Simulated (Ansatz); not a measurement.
# FeAgSe2: the cost of one run

Method: DFT PBE without U, plane waves, PAW, in Ansatz 0.2.0.

### Step 1. The system as given

It takes space group R-3m (No. 166, trigonal). Conventional cell: a = 3.899 Å, b = 3.899 Å, c = 21.230 Å, α = 90.00°, β = 90.00°, γ = 120.00°. Ag (site symmetry -3m) is surrounded by 6 Se at 3.09 Å. Around Fe (site symmetry -3m) lie 6 Se at 2.66 Å. Se (site symmetry 3m) has 3 Fe at 2.66 Å and 3 Ag at 3.09 Å in its first shell of neighbours.

Coordinates:

```cif
data_structure
_symmetry_space_group_name_H-M 'P 1'
_symmetry_Int_Tables_number 1
_cell_length_a 7.4260
_cell_length_b 7.4260
_cell_length_c 7.4260
_cell_angle_alpha 30.436
_cell_angle_beta 30.436
_cell_angle_gamma 30.436
_cell_volume 93.15
loop_
_atom_site_label
_atom_site_type_symbol
_atom_site_fract_x
_atom_site_fract_y
_atom_site_fract_z
_atom_site_occupancy
Ag1 Ag 0.50000 0.50000 0.50000 1
Fe1 Fe 0.00000 0.00000 0.00000 1
Se1 Se 0.26670 0.26670 0.26670 1
Se2 Se 0.73330 0.73330 0.73330 1
```

Magnetic order typed: ferromagnetic.

### Step 2. From atoms, symmetry kept, no search

input.yaml

```yaml
crystal:
  lattice:
    - [1.94928469, 1.12542004, 7.07664725]
    - [-1.94928469, 1.12542004, 7.07664725]
    - [0.0, -2.25084008, 7.07664725]
  atoms:
    - { symbol: Ag, position: [0.5, 0.5, 0.5] }
    - { symbol: Fe, position: [0.0, 0.0, 0.0], spin: 5.0 }
    - { symbol: Se, position: [0.2667, 0.2667, 0.2667] }
    - { symbol: Se, position: [0.7333, 0.7333, 0.7333] }
basis:
  ecutwfc: 420
  ecutrho_ratio: 4
kpoints:
  mp_grid: { grid: [6, 6, 6] }
hamiltonian:
  xc: pbe
scf:
  occupations: { method: gaussian, width: 0.05 }
  lower_state_search: "off"
  max_iter: 150
output:
  forces: true
  stress: true
  eigenvalues: true
  populations: true
  hubbard: { sites: [{ site: 1, l: d }] }
magnetization:
  spin_polarized: true
```

On the command line:

```console
> ansatz run input.yaml --threads 2 --pin off --max-ram 3072MiB --backend cpu --events-out ev --progress --plain --runs-dir out
```

**Question.** How long does this run take on 2 threads of Arm Neoverse N1, shared host, and how much memory does it need?

About 30 s, with a peak of 0.5 GiB.
